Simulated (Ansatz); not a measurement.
# BClH2S2: small, medium and large basis sets

The task here is to estimate one member of a computed series from the others.

Method: one geometry, several basis sets; program: Ansatz 0.2.0, Gaussian basis.

The runs, in order: PBE0-D4/def2-SVP; ωB97M-V/def2-SVP; PBE0-D4/def2-QZVPP; ωB97M-V/def2-QZVPP; the functionals' def2-TZVPP values are taken from earlier runs.

### Structure used throughout

An earlier PBE0-D4 in a triple-zeta def2 set relaxation fixed the geometry.

6 atoms, charge 0, spin multiplicity 1.

Atoms are counted from 1 here; the program's logs count them from 0.

Bond lengths: S1–B2 1.795 Å, S1–H5 1.343 Å, B2–S3 1.795 Å, B2–Cl4 1.755 Å, S3–H6 1.344 Å. Angles: B2–S1–H5 96.6°, S1–B2–S3 121.3°, S1–B2–Cl4 121.9°, S3–B2–Cl4 116.8°, B2–S3–H6 96.9°.

The first run:

Contents of in.yaml:

```yaml
crystal:
  periodic: [false, false, false]
  atoms:
    - {symbol: S, position_ang: [-0.171343, 1.324810, -0.600054]}
    - {symbol: B, position_ang: [-0.129250, -0.364588, 0.006225]}
    - {symbol: S, position_ang: [1.125680, -0.907553, 1.168937]}
    - {symbol: Cl, position_ang: [-1.305650, -1.563576, -0.503952]}
    - {symbol: H, position_ang: [-1.247507, 1.179379, -1.389828]}
    - {symbol: H, position_ang: [1.770271, 0.267427, 1.272573]}
basis:
  gaussian: {orbitals: def2-SVP}
hamiltonian: {xc: pbe0, dispersion: d4}
output: {orbitals: {seedname: orbitals}}
```

Command:

```bash
$ ansatz run in.yaml --threads 4 --pin off --events-out ev --progress --plain --max-ram 10444MiB
```

Steps of the session up to this table: PBE0-D4 in def2-SVP; ωB97M-V in def2-SVP; PBE0-D4 in def2-QZVPP; ωB97M-V in def2-QZVPP.

One of the session's tables, all rows but one given; the rest of the session is left out.

| functional | basis | HOMO (eV) |
| --- | --- | --- |
| PBE0-D4 | def2-SVP | -7.63 |
| PBE0-D4 | def2-TZVPP | -7.76 |
| PBE0-D4 | def2-QZVPP | -7.79 |
| ωB97M-V | def2-SVP | -9.70 |
| ωB97M-V | def2-TZVPP | ? |
| ωB97M-V | def2-QZVPP | -9.91 |

Q: Estimate the row for ωB97M-V, def2-TZVPP from the others.

The run gave: HOMO (eV): -9.87. In the column «HOMO (eV)» it lies between ωB97M-V, def2-QZVPP (-9.91) and ωB97M-V, def2-SVP (-9.70).
